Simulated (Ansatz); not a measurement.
# ZnS: the cost of one run

Computed with Ansatz 0.2.0 (reference: DFT, HSE06, plane waves, PAW, unless a step's input says otherwise).

The COD entry's cell or inner coordinates are ideal or old and differ from later refinements, so a difference from it is no clean test against experiment.

2 further runs of the same task are left out: 1 for a known fault of the program, 1 that didn't finish.

**1. The starting structure**

Symmetry: F-43m, No. 216, cubic system. Conventional cell: a = 5.388 Å, b = 5.388 Å, c = 5.388 Å, α = 90.00°, β = 90.00°, γ = 90.00°. Zn (site symmetry -43m) is surrounded by 4 S at 2.33 Å. S (site symmetry -43m) has 4 Zn at 2.33 Å as nearest neighbours.

Coordinates:

```cif
data_structure
_symmetry_space_group_name_H-M 'F-43m'
_symmetry_Int_Tables_number 216
_cell_length_a 5.3882
_cell_length_b 5.3882
_cell_length_c 5.3882
_cell_angle_alpha 90.000
_cell_angle_beta 90.000
_cell_angle_gamma 90.000
_cell_volume 156.43
loop_
_atom_site_label
_atom_site_type_symbol
_atom_site_symmetry_multiplicity
_atom_site_Wyckoff_symbol
_atom_site_fract_x
_atom_site_fract_y
_atom_site_fract_z
_atom_site_occupancy
Zn1 Zn 4 d 0.25000 0.25000 0.75000 1
S1 S 4 a 0.00000 0.00000 0.00000 1
```

**2. The reference run**

input.yaml reads:

```yaml
crystal:
  lattice:
    - [0.0, 2.6940955541, 2.6940955541]
    - [2.6940955541, 0.0, 2.6940955541]
    - [2.6940955541, 2.6940955541, 0.0]
  atoms:
    - { symbol: Zn, position: [0.25, 0.25, 0.25] }
    - { symbol: S, position: [0.0, 0.0, 0.0] }
kpoints:
  mp_grid: { grid: [4, 4, 4] }
hamiltonian:
  xc: hse06
scf:
  occupations: { method: fixed }
  n_extra_bands: 4
output:
  forces: true
  stress: true
  eigenvalues: true
  write_density: true
  write_potential: true
  elf: true
  volumetric_format: npy
```

On the command line:

```console
> ansatz run input.yaml --threads 4 --pin off --max-ram 3686MiB --backend cpu --events-out ev --progress --plain --runs-dir out
```

Q: Estimate wall time and peak memory on 4 threads of an x86-64 CPU, shared host.

About 9.2 s, with a peak of 0.58 GiB.
